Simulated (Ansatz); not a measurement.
# Ti2SiGe2: what a guessed cell relaxes into, part 1 of 2

The task: take a trial cell of Ti2SiGe2 to zero force and stress.

Program: Ansatz 0.2.0. Level of theory: DFT PBE, scalar-relativistic, plane waves, PAW. These are calculated values, not measurements.

### 1 Starting point

Symmetry: P-3m1, No. 164, trigonal system. Conventional cell: a = 3.621 Å, b = 3.621 Å, c = 6.955 Å, α = 90.00°, β = 90.00°, γ = 120.00°. Around Ti (site symmetry 3m) lie 3 Si at 2.12 Å and 3 Ti at 2.19 Å. Around Si (site symmetry -3m) lie 6 Ti at 2.12 Å and 2 Ge at 2.56 Å. Ge (site symmetry 3m) is surrounded by 1 Ge at 1.84 Å and 1 Si at 2.56 Å.

As a file:

```
Ti Si Ge
1.0
     3.62126    0.00000    0.00000
    -1.81063    3.13610    0.00000
     0.00000    0.00000    6.95455
Ti Si Ge
2 1 2
Direct
  0.33333 0.66667 0.04636
  0.66667 0.33333 0.95364
  0.00000 0.00000 0.00000
  0.00000 0.00000 0.36797
  0.00000 0.00000 0.63203
```

The cell is invented: random cell by space group and Wyckoff sites (P-3m1, No. 164). Its size is a rough estimate.

### 2 Probe: one point on a coarse mesh

Input file input.yaml:

```yaml
crystal:
  lattice:
    - [3.6212591, 0.0, 0.0]
    - [-1.81062955, 3.13610237, 0.0]
    - [0.0, 0.0, 6.9545472]
  atoms:
    - { symbol: Ti, position: [0.33333333, 0.66666667, 0.04635742] }
    - { symbol: Ti, position: [0.66666667, 0.33333333, 0.95364258] }
    - { symbol: Si, position: [0.0, 0.0, 0.0] }
    - { symbol: Ge, position: [0.0, 0.0, 0.36797029] }
    - { symbol: Ge, position: [0.0, 0.0, 0.63202971] }
basis:
  ecutwfc: 420
kpoints:
  mp_grid: { grid: [6, 6, 4] }
hamiltonian:
  xc: pbe
scf:
  occupations: { method: gaussian, width: 0.1 }
  lower_state_search: "off"
output:
  forces: true
  stress: true
  eigenvalues: true
```

On the command line:

```bash
$ ansatz run input.yaml --threads 1 --pin off --max-ram 2560MiB --backend cpu --events-out ev --progress --plain --runs-dir out
```

What it wrote, shortened:

```text
[...]
SCF converged after 8 iterations
Free energy (F): -14211.643497 eV
[...]
E sigma→0 (E₀):  -14211.632824 eV
Entropy (-TS):   -0.021346 eV (-4.269 meV/atom)
Fermi energy:    12.633489 eV
[...]
--- Forces (eV/Å), atoms counted from 1 ---
  atom   1  Ti     0.00000000     0.00000000     5.10201952
  atom   2  Ti    -0.00000000    -0.00000000    -5.10201952
  atom   3  Si     0.00000000    -0.00000000     0.00000000
  atom   4  Ge    -0.00000000     0.00000000   -16.09988118
  atom   5  Ge     0.00000000    -0.00000000    16.09988118
[...]
--- Stress (GPa, compression-positive) ---
       80.711143       0.000000       0.000000
        0.000000      80.711143       0.000000
        0.000000       0.000000      58.151632
  P = ⅓ Tr σ = 73.1913 GPa (731.913 kbar)
--- Band table (eV; the first three rows and the last of 24) ---
[...]
```

Wall time 3.2 s (1 thread of Arm Neoverse V2, shared host); peak memory 0.37 GiB.

The probe gives pressure 73.2 GPa, largest force 16.10 eV/Å, gap on this mesh none (metal). A guess like this is first relaxed loosely on the coarse mesh.

### 3 A loose first relaxation

input.yaml: that of step 2 with these lines changed.

```diff
@@ -24 +24,6 @@
   eigenvalues: true
+relax:
+  adjacent_minimum: "off"
+  f_tol: 0.04
+  max_steps: 70
+  cell: { stress_tol: 0.4 }
```

On the command line:

```bash
$ ansatz run input.yaml --threads 1 --pin off --max-ram 2560MiB --backend cpu --events-out ev --progress --plain --runs-dir out
```

What it wrote:

```text
Warning: RAYON_NUM_THREADS=1 ignored (pool sized by the plan → 1); use --threads N
Engine: ansatz 0.2.0, aarch64-unknown-linux-gnu
Pseudopotentials: kind: paw
Pseudopotential: Ti, paw, valence charge 12, recommended cutoff 420 eV (normal), Ti.paw.azcp
Pseudopotential: Si, paw, valence charge 4, recommended cutoff 420 eV (normal), Si.paw.azcp
Pseudopotential: Ge, paw, valence charge 14, recommended cutoff 420 eV (normal), Ge.paw.azcp
Functional definition: PBE
  parameter kappa = 0.804
  parameter beta = 0.06672455060314922
  exchange = pbe_x(kappa = kappa, mu = beta*pi^2/3)
  correlation = pbe_c(beta = beta)
Crystal: 5 atoms, lattice volume = 78.980 Å³
Basis set: ecut = 420 eV, 1523 PW (Γ), exchange–correlation on 50×50×96 points (8 copies of the dense FFT grid, shifted against one another)
Bands: 34, of which v1, the nominal top of the filled ones, is band 28 counted from 1 (27 counted from 0)
Symmetry: 12 space group operations
Space group: P-3m1 (ITA 164), of the structure as read, at distance tolerance 4.3e-5 Å
k-points: 24 of 144
Non-local potential: Ti, projectors of the file, l = 0: 3, l = 1: 2, l = 2: 3, l = 3: 1
Non-local potential: Si, projectors of the file, l = 0: 2, l = 1: 2, l = 2: 2
Non-local potential: Ge, projectors of the file, l = 0: 2, l = 1: 2, l = 2: 3, l = 3: 1
PAW form: soft (Blöchl's): semilocal exchange-correlation on the pseudo side does not see the compensation charge
PAW one-centre angular grid: Ti, 590 points (default); XC on 64 Gauss nodes
PAW one-centre angular grid: Si, 110 points (default); XC on 64 Gauss nodes
PAW one-centre angular grid: Ge, 590 points (default); XC on 64 Gauss nodes
Initial density: superposition of atomic densities (neutral atoms: chi_scale 0, normalization atom), corrected by the library's trained network
Initial wavefunctions: pseudopotential atomic-orbital guess
Functional: x = pbe(κ = 0.804, μ = 0.2195149727645171), c = pbe(β = 0.06672455060314922)
SCF iter   1: F=—  HF=-14211.696438 eV  |F-HF|=—  |Δ(HF+E_count)|=         —  Δρ=1.50e-2  dr2=4.40e-1  ethr=1.77e-3  ⟨swp⟩=5.2  Hψ=3111  notcnv=0
preconditioner: auto → Kerker (q_TF=auto, 2.576 Å⁻¹)  [metal: Δε(μ)=0.019 eV  Ē_g=16.461 eV  σ=0.100 eV  W_gap=0.11  n_scr=22 (ndim 8)  ℏωp=26.4 eV  f_vac=0.000  D(μ)=4.25/eV (n_scr^D=36)]
SCF iter   2: F=—  HF=-14211.657344 eV  |F-HF|=—  |Δ(HF+E_count)|=   3.91e-2  Δρ=7.23e-3  dr2=1.25e-1  ethr=7.86e-4  ⟨swp⟩=1.0  Hψ=1008  notcnv=0
SCF iter   3: F=—  HF=-14211.643962 eV  |F-HF|=—  |Δ(HF+E_count)|=   1.34e-2  Δρ=1.30e-3  dr2=3.86e-3  ethr=2.24e-4  ⟨swp⟩=1.7  Hψ=827  notcnv=0
SCF iter   4: F=—  HF=-14211.643610 eV  |F-HF|=—  |Δ(HF+E_count)|=   3.53e-4  Δρ=4.75e-4  dr2=2.67e-4  ethr=6.89e-6  ⟨swp⟩=2.1  Hψ=1032  notcnv=0
SCF iter   5: F=—  HF=-14211.643567 eV  |F-HF|=—  |Δ(HF+E_count)|=   4.31e-5  Δρ=2.30e-4  dr2=4.22e-5  ethr=4.77e-7  ⟨swp⟩=2.0  Hψ=1241  notcnv=0
SCF iter   6: F=—  HF=-14211.643497 eV  |F-HF|=—  |Δ(HF+E_count)|=   6.96e-5  Δρ=8.33e-5  dr2=8.33e-6  ethr=7.54e-8  ⟨swp⟩=2.0  Hψ=1045  notcnv=0  defer=7
SCF iter   7: F=—  HF=-14211.643497 eV  |F-HF|=—  |Δ(HF+E_count)|=   1.32e-8  Δρ=1.97e-5  dr2=5.50e-7  ethr=1.49e-8  ⟨swp⟩=2.4  Hψ=1178  notcnv=0  defer=7
SCF iter   8: F=-14211.643497 eV  HF=-14211.643497 eV  |F-HF|=1.62e-8  |Δ(HF+E_count)|=   6.54e-8  Δρ=5.80e-6  dr2=5.15e-8  ethr=1.79e-10  ⟨swp⟩=7.8  Hψ=3028  notcnv=0
SCF 1 converged in 8 iterations: F = -14211.643497 eV  dr2 = 5.15e-8
relax step   1: F+E_penalty+E_count = -14211.64349699 eV  Δ(F+E_penalty+E_count) = +0.000e0 eV  max|allowed force component| = 1.610e1 eV/Å  Δτ_max = 0.0000 Å  P = +73.191 GPa  Ω = 78.980 Å³  (8 SCF iters, dr2 threshold 1.00e-7 eV, accepted)
[... from here on, the SCF cycles and remarks between the steps are left out ...]
relax step   2: F+E_penalty+E_count = -14218.31778680 eV  Δ(F+E_penalty+E_count) = -6.674e0 eV  max|allowed force component| = 4.629e0 eV/Å  Δτ_max = 0.1495 Å  P = +38.264 GPa  Ω = 88.183 Å³  energy of the carried Pulay correction = -3.013e-3 eV  (9 SCF iters, dr2 threshold 5.00e-7 eV, accepted)
relax step   3: F+E_penalty+E_count = -14222.32173014 eV  Δ(F+E_penalty+E_count) = -4.004e0 eV  max|allowed force component| = 4.847e0 eV/Å  Δτ_max = 0.1960 Å  P = +16.213 GPa  Ω = 97.149 Å³  energy of the carried Pulay correction = -5.648e-3 eV  (8 SCF iters, dr2 threshold 5.00e-7 eV, accepted)
relax step   4: F+E_penalty+E_count = -14224.07558463 eV  Δ(F+E_penalty+E_count) = -1.754e0 eV  max|allowed force component| = 2.410e0 eV/Å  Δτ_max = 0.1970 Å  P = +5.738 GPa  Ω = 100.479 Å³  energy of the carried Pulay correction = -6.561e-3 eV  (8 SCF iters, dr2 threshold 5.00e-7 eV, accepted)
relax step   5: F+E_penalty+E_count = -14224.90007475 eV  Δ(F+E_penalty+E_count) = -8.245e-1 eV  max|allowed force component| = 7.288e-1 eV/Å  Δτ_max = 0.1873 Å  P = -0.724 GPa  Ω = 103.010 Å³  energy of the carried Pulay correction = -7.233e-3 eV  (8 SCF iters, dr2 threshold 5.00e-7 eV, accepted)
relax step   6: F+E_penalty+E_count = -14225.11223987 eV  Δ(F+E_penalty+E_count) = -2.122e-1 eV  max|allowed force component| = 3.206e-1 eV/Å  Δτ_max = 0.1166 Å  P = -1.461 GPa  Ω = 101.044 Å³  energy of the carried Pulay correction = -6.713e-3 eV  (8 SCF iters, dr2 threshold 5.00e-7 eV, accepted)
relax step   7: F+E_penalty+E_count = -14225.13146605 eV  Δ(F+E_penalty+E_count) = -1.923e-2 eV  max|allowed force component| = 3.611e-1 eV/Å  Δτ_max = 0.0094 Å  P = -1.315 GPa  Ω = 100.291 Å³  energy of the carried Pulay correction = -6.510e-3 eV  (6 SCF iters, dr2 threshold 5.00e-7 eV, accepted)
relax step   8: F+E_penalty+E_count = -14225.17765720 eV  Δ(F+E_penalty+E_count) = -4.619e-2 eV  max|allowed force component| = 2.593e-1 eV/Å  Δτ_max = 0.0409 Å  P = -0.641 GPa  Ω = 97.730 Å³  energy of the carried Pulay correction = -5.810e-3 eV  (8 SCF iters, dr2 threshold 5.00e-7 eV, accepted)
relax step   9: F+E_penalty+E_count = -14225.20169792 eV  Δ(F+E_penalty+E_count) = -2.404e-2 eV  max|allowed force component| = 1.517e-1 eV/Å  Δτ_max = 0.0558 Å  P = +0.477 GPa  Ω = 94.618 Å³  energy of the carried Pulay correction = -4.932e-3 eV  (8 SCF iters, dr2 threshold 5.00e-7 eV, accepted)
relax step  10: F+E_penalty+E_count = -14225.30658541 eV  Δ(F+E_penalty+E_count) = -1.049e-1 eV  max|allowed force component| = 3.757e-1 eV/Å  Δτ_max = 0.0565 Å  P = +0.368 GPa  Ω = 91.626 Å³  energy of the carried Pulay correction = -4.058e-3 eV  (7 SCF iters, dr2 threshold 5.00e-7 eV, accepted)
relax step  11: F+E_penalty+E_count = -14225.39508437 eV  Δ(F+E_penalty+E_count) = -8.850e-2 eV  max|allowed force component| = 5.346e-1 eV/Å  Δτ_max = 0.0324 Å  P = -0.812 GPa  Ω = 88.491 Å³  energy of the carried Pulay correction = -3.109e-3 eV  (8 SCF iters, dr2 threshold 5.00e-7 eV, accepted)
relax step  12: F+E_penalty+E_count = -14225.14740935 eV  Δ(F+E_penalty+E_count) = +2.477e-1 eV  max|allowed force component| = 2.073e0 eV/Å  Δτ_max = 0.0811 Å  P = +1.340 GPa  Ω = 87.152 Å³  energy of the carried Pulay correction = -2.692e-3 eV  (8 SCF iters, dr2 threshold 5.00e-7 eV, rejected (line search))
relax step  13: F+E_penalty+E_count = -14225.40895364 eV  Δ(F+E_penalty+E_count) = -1.387e-2 eV  max|allowed force component| = 6.374e-2 eV/Å  Δτ_max = 0.0160 Å  P = +0.214 GPa  Ω = 88.000 Å³  energy of the carried Pulay correction = -2.957e-3 eV  (10 SCF iters, accepted)
relax step  14: F+E_penalty+E_count = -14225.40933271 eV  Δ(F+E_penalty+E_count) = -3.791e-4 eV  max|allowed force component| = 9.476e-3 eV/Å  Δτ_max = 0.0029 Å  P = -0.010 GPa  Ω = 88.078 Å³  energy of the carried Pulay correction = -2.981e-3 eV  (6 SCF iters, dr2 threshold 2.54e-7 eV, accepted)
relax step  15: F+E_penalty+E_count = -14225.75039108 eV  Δ(F+E_penalty+E_count) = -3.411e-1 eV  max|allowed force component| = 7.473e-3 eV/Å  Δτ_max = 0.0000 Å  P = +4.455 GPa  Ω = 88.078 Å³  stress off target by 1.19e1 GPa  SCF on the basis re-selected at this cell (its energy is not comparable with the rows above)  (8 SCF iters)
relax step  16: F+E_penalty+E_count = -14225.88132678 eV  Δ(F+E_penalty+E_count) = -1.309e-1 eV  max|allowed force component| = 1.719e-2 eV/Å  Δτ_max = 0.0158 Å  P = +3.867 GPa  Ω = 87.101 Å³  energy of the carried Pulay correction = +1.570e-4 eV  (6 SCF iters, dr2 threshold 5.00e-7 eV, accepted)
relax step  17: F+E_penalty+E_count = -14225.96015941 eV  Δ(F+E_penalty+E_count) = -7.883e-2 eV  max|allowed force component| = 1.946e-1 eV/Å  Δτ_max = 0.0153 Å  P = -0.787 GPa  Ω = 89.835 Å³  energy of the carried Pulay correction = -3.014e-4 eV  (8 SCF iters, dr2 threshold 5.00e-7 eV, accepted)
relax step  18: F+E_penalty+E_count = -14225.98856700 eV  Δ(F+E_penalty+E_count) = -2.841e-2 eV  max|allowed force component| = 2.519e-1 eV/Å  Δτ_max = 0.0198 Å  P = -0.441 GPa  Ω = 88.449 Å³  energy of the carried Pulay correction = -3.135e-5 eV  (7 SCF iters, dr2 threshold 5.00e-7 eV, accepted)
relax step  19: F+E_penalty+E_count = -14226.01478095 eV  Δ(F+E_penalty+E_count) = -2.621e-2 eV  max|allowed force component| = 3.867e-1 eV/Å  Δτ_max = 0.0837 Å  P = +1.109 GPa  Ω = 84.712 Å³  energy of the carried Pulay correction = +4.644e-4 eV  (8 SCF iters, dr2 threshold 5.00e-7 eV, accepted)
relax step  20: F+E_penalty+E_count = -14226.14025850 eV  Δ(F+E_penalty+E_count) = -1.255e-1 eV  max|allowed force component| = 5.528e-1 eV/Å  Δτ_max = 0.0691 Å  P = +1.521 GPa  Ω = 82.383 Å³  energy of the carried Pulay correction = +6.580e-4 eV  (9 SCF iters, dr2 threshold 5.00e-7 eV, accepted)
relax step  21: F+E_penalty+E_count = -14226.12671589 eV  Δ(F+E_penalty+E_count) = +1.354e-2 eV  max|allowed force component| = 4.186e-1 eV/Å  Δτ_max = 0.0497 Å  P = +0.737 GPa  Ω = 81.200 Å³  energy of the carried Pulay correction = +7.391e-4 eV  (8 SCF iters, dr2 threshold 5.00e-7 eV, rejected (line search))
relax step  22: F+E_penalty+E_count = -14225.93722686 eV  Δ(F+E_penalty+E_count) = +2.030e-1 eV  max|allowed force component| = 1.704e0 eV/Å  Δτ_max = 0.0522 Å  P = -2.821 GPa  Ω = 86.052 Å³  energy of the carried Pulay correction = +3.408e-4 eV  (10 SCF iters, rejected (line search))
relax step  23: F+E_penalty+E_count = -14226.16483896 eV  Δ(F+E_penalty+E_count) = -2.458e-2 eV  max|allowed force component| = 9.518e-2 eV/Å  Δτ_max = 0.0142 Å  P = +0.691 GPa  Ω = 82.607 Å³  energy of the carried Pulay correction = +6.459e-4 eV  (9 SCF iters, accepted)
relax step  24: F+E_penalty+E_count = -14226.17775488 eV  Δ(F+E_penalty+E_count) = -1.292e-2 eV  max|allowed force component| = 3.486e-2 eV/Å  Δτ_max = 0.0120 Å  P = -0.168 GPa  Ω = 82.482 Å³  energy of the carried Pulay correction = +6.610e-4 eV  (6 SCF iters, dr2 threshold 5.00e-7 eV, accepted)
relax step  25: F+E_penalty+E_count = -14226.17889203 eV  Δ(F+E_penalty+E_count) = -1.137e-3 eV  max|allowed force component| = 4.156e-3 eV/Å  Δτ_max = 0.0035 Å  P = +0.096 GPa  Ω = 82.449 Å³  energy of the carried Pulay correction = +6.614e-4 eV  (6 SCF iters, dr2 threshold 5.00e-7 eV, accepted)
relax step  26: F+E_penalty+E_count = -14226.20767210 eV  Δ(F+E_penalty+E_count) = -2.878e-2 eV  max|allowed force component| = 5.387e-3 eV/Å  Δτ_max = 0.0000 Å  P = +0.737 GPa  Ω = 82.449 Å³  stress off target by 1.85e0 GPa  SCF on the basis re-selected at this cell (its energy is not comparable with the rows above)  (7 SCF iters)
relax step  27: F+E_penalty+E_count = -14226.21072927 eV  Δ(F+E_penalty+E_count) = -3.057e-3 eV  max|allowed force component| = 5.093e-3 eV/Å  Δτ_max = 0.0013 Å  P = +0.104 GPa  Ω = 82.776 Å³  energy of the carried Pulay correction = -4.921e-5 eV  (6 SCF iters, dr2 threshold 5.00e-7 eV, accepted)
relax step  28: F+E_penalty+E_count = -14226.21078488 eV  Δ(F+E_penalty+E_count) = -5.561e-5 eV  max|allowed force component| = 5.138e-3 eV/Å  Δτ_max = 0.0000 Å  P = +0.104 GPa  Ω = 82.776 Å³  stress off target by 2.82e-1 GPa  SCF on the basis re-selected at this cell (its energy is not comparable with the rows above)  (6 SCF iters)
basis re-selected at this cell: Δ(F+E_penalty+E_count) = -5.561e-5 eV, ΔP = -0.000 GPa vs the last step (what re-selecting the basis moved, of the pressure what is left beyond the Pulay correction that the steps carried, after the strain that the cell walked since its last selection, with what the two solves' SCF thresholds leave and, on support functions, any second-order correction that the steps lacked; it is no measure of the basis error at this ecutwfc). The dense FFT grid was sized anew with the basis: this SCF ran on 20×20×72 points, the steps before it on 24×24×72, so part of this shift can come from that change (see relax.cell in the input reference). This SCF's stress stands 2.82e-1 GPa from its target on what of the cell is left free (relax.cell.stress_tol is 4.00e-1 GPa) and its largest allowed force component is 5.14e-3 eV/Å (relax.f_tol is 4.00e-2 eV/Å): within both
SCF converged after 6 iterations
Free energy (F): -14226.210785 eV
Harris-Foulkes:  -14226.210785 eV  (|F-HF|=5.46e-12)
Internal energy: -14226.199048 eV  (E = F + TS)
E sigma→0 (E₀):  -14226.204917 eV
Entropy (-TS):   -0.011737 eV (-2.347 meV/atom)
Fermi energy:    12.662047 eV
--- Per-component energies (eV) ---
  E_band       = -491.984064
  E_kinetic    = 811.047280
  E_local      = -6992.157217  (includes V_loc(G=0)·N_el)
  E_nonlocal   = 877.610532
  E_hartree    = 3100.790678
  E_xc         = -403.743357
  E_vxc        = -423.224013  (∫ρ·V_xc dr)
  E_paw        = -6645.985479  (= ΣΔE_a)
  E_vpaw       = -966.842940  (= ΣTr[D̂ρ^β])
  E_aug_tail   = 0.000873  (compensation charges beyond the density's cutoff)
  E_ewald      = -4973.762356
  E_smearing   = -0.011737  (= −TS)
  E_closure    = -0.000000  (closes the sum)
  Σ components = -14226.210785   (vs F -14226.210785, Δ=0.00e0)
--- Forces (eV/Å), atoms counted from 1 ---
  atom   1  Ti     0.00000000    -0.00000000    -0.00236722
  atom   2  Ti    -0.00000000     0.00000000     0.00236722
  atom   3  Si    -0.00000000     0.00000000     0.00000000
  atom   4  Ge    -0.00000000     0.00000000     0.00513812
  atom   5  Ge     0.00000000    -0.00000000    -0.00513812
  max |Σ_I F_I| component: 2.78e-17 eV/Å
--- Stress (GPa, compression-positive) ---
        0.015630      -0.000000       0.000000
       -0.000000       0.015630      -0.000000
        0.000000      -0.000000       0.281879
  P = ⅓ Tr σ = 0.1044 GPa (1.044 kbar)
--- Band table (eV; the first three rows and the last of 24) ---
  k-point 0: bands = ["-44.1077", "-44.1074", "-20.4461", "-20.4380", "-20.1685", "-20.1685", "-20.1683", "-20.1683", "-12.1200", "-12.0796", "-12.0796", "-12.0695", "-12.0695", "-12.0100", "-12.0100", "-11.9380", "-11.9380", "-11.9252", "0.0216", "1.8839", "2.1235", "7.4192", "7.6616", "11.2087", "11.8519", "13.2936", "13.2936", "13.3573", "13.3573", "14.4994", "14.4994", "14.5018", "14.5159", "14.5159"]
[... 3 lines left out ...]
--- Relaxed structure (25 steps of the walk, 22 accepted, 3 SCFs on fresh bases) ---
  F+E_penalty+E_count = -14226.21078488 eV   max|allowed force component| = 5.138e-3 eV/Å   (the final SCF, on the basis selected at the relaxed cell)
  cell:  # Å, volume = 82.7759 Å³
    - [2.9899148989686304, -2.572168510189541e-33, 1.685435373984683e-16]
    - [-1.4949574494843152, 2.5893422576604173, -8.427176869923415e-17]
    - [3.2368409841027317e-16, -1.8648809175006557e-32, 10.691915583074671]
  atoms:
    - { symbol: Ti, position: [0.3333333333333334, 0.6666666666666667, 0.19335992517577105] }
    - { symbol: Ti, position: [0.6666666666666666, 0.33333333333333337, 0.8066400748242291] }
    - { symbol: Si, position: [2.505869045628682e-34, 1.15146708149668e-34, 0.0] }
    - { symbol: Ge, position: [3.821111371990538e-18, -1.0996190776326204e-32, 0.38349061596240214] }
    - { symbol: Ge, position: [-3.8211113719905504e-18, 1.0836264792785001e-32, 0.6165093840375978] }
```

Run time: 1.8 min. Hardware: 1 thread of Arm Neoverse V2, shared host; peak memory 0.4 GiB.

Relaxation path:

```csv
step,energy from step 1 (eV/cell),largest force component (eV/Å),pressure (GPa),volume (Å³)
1,0.0000,16.0999,73.19,78.98
2,-6.6743,4.6295,38.26,88.18
3,-10.6782,4.8471,16.21,97.15
4,-12.4321,2.4103,5.74,100.48
5,-13.2566,0.7288,-0.72,103.01
6,-13.4687,0.3206,-1.46,101.04
7,-13.4880,0.3611,-1.32,100.29
8,-13.5342,0.2593,-0.64,97.73
9,-13.5582,0.1517,0.48,94.62
10,-13.6631,0.3757,0.37,91.63
11,-13.7516,0.5346,-0.81,88.49
12,-13.5039,2.0732,1.34,87.15
13,-13.7655,0.0637,0.21,88.00
14,-13.7658,0.0095,-0.01,88.08
15,-14.1069,0.0075,4.46,88.08
16,-14.2378,0.0172,3.87,87.10
17,-14.3167,0.1946,-0.79,89.83
18,-14.3451,0.2519,-0.44,88.45
19,-14.3713,0.3867,1.11,84.71
20,-14.4968,0.5528,1.52,82.38
21,-14.4832,0.4186,0.74,81.20
22,-14.2937,1.7036,-2.82,86.05
23,-14.5213,0.0952,0.69,82.61
24,-14.5343,0.0349,-0.17,82.48
25,-14.5354,0.0042,0.10,82.45
26,-14.5642,0.0054,0.74,82.45
27,-14.5672,0.0051,0.10,82.78
28,-14.5673,0.0051,0.10,82.78
```

Step 1 is the start. Steps 15, 26, 28 each repeat the geometry before them on a plane-wave basis chosen anew, so the energy can jump there without any move. Steps 12, 21, 22 were tried and not accepted.

|  | before | after | change |
| --- | --- | --- | --- |
| a (Å) | 3.621 | 2.990 | -17.4 % |
| b (Å) | 3.621 | 2.990 | -17.4 % |
| c (Å) | 6.955 | 10.692 | +53.7 % |
| volume (Å³/atom) | 15.80 | 16.56 | +4.8 % |
| shortest distance (Å) | 1.836 | 2.491 | +35.7 % |
| space group (0.01 Å) | P-3m1 | P-3m1 | same |

Forces and stress were held to the start's 12 operations: a distortion of lower symmetry was not tested.

### 4 Spin check on a coarse mesh

Input file input.yaml:

```yaml
crystal:
  lattice:
    - [2.989914899, 0.0, 0.0]
    - [-1.4949574495, 2.5893422577, 0.0]
    - [0.0, 0.0, 10.6919155831]
  atoms:
    - { symbol: Ti, position: [0.3333333333, 0.6666666667, 0.1933599252], spin: 1.0 }
    - { symbol: Ti, position: [0.6666666667, 0.3333333333, 0.8066400748], spin: 1.0 }
    - { symbol: Si, position: [0.0, 0.0, 0.0] }
    - { symbol: Ge, position: [0.0, 0.0, 0.383490616] }
    - { symbol: Ge, position: [0.0, 0.0, 0.616509384] }
basis:
  ecutwfc: 420
kpoints:
  mp_grid: { grid: [6, 6, 2] }
hamiltonian:
  xc: pbe
scf:
  occupations: { method: gaussian, width: 0.1 }
  lower_state_search: "off"
output:
  forces: true
  stress: true
  eigenvalues: true
  populations: true
magnetization:
  spin_polarized: true
```

On the command line:

```bash
$ ansatz run input.yaml --threads 1 --pin off --max-ram 2560MiB --backend cpu --events-out ev --progress --plain --runs-dir out
```

What it wrote, shortened:

```text
[...]
SCF converged after 16 iterations
Magnetization: 0.0000 μB (28.0000 up, 28.0000 down)
Absolute magnetization: 0.0000 μB (∫|ρ↑−ρ↓|, with the PAW one-centre terms)
Spin contamination: 0.0000 ħ² per cell (⟨S²⟩ above its minimum at these occupations)
[...]
        0.000000       0.026006       0.000000
        0.000000       0.000000       0.318423
  P = ⅓ Tr σ = 0.1235 GPa (1.235 kbar)
--- Band table (eV; the first three rows and the last of 28) ---
[...]
--- Löwdin populations: 5 sites ---
  site symbol       q [e]    m [muB]
     0     Ti     11.5668     0.0000
     1     Ti     11.5668     0.0000
     2     Si      4.3319    -0.0000
     3     Ge     14.1308    -0.0000
     4     Ge     14.1308    -0.0000
  spilling = 0.004871 (of n_electrons = 56.000000)
```

Run time: 7.5 s. Hardware: 1 thread of Arm Neoverse V2, shared host; peak memory 0.39 GiB.

By site:

```
atom  Löwdin electrons
 Ti1             11.57
 Ti2             11.57
 Si3              4.33
 Ge4             14.13
 Ge5             14.13
```

The Löwdin counts miss 0.27 of the 56 electrons, which the atomic orbitals do not span, so they are no charges.

The same cell is solved with trial moments on Ti. The largest site moment that stays is 0.00 μB and the cell's total 0.00 μB. The workflow keeps spin only above 0.25 μB on a site, so the next run goes without spin.

(Continued in part 2 of 2.)
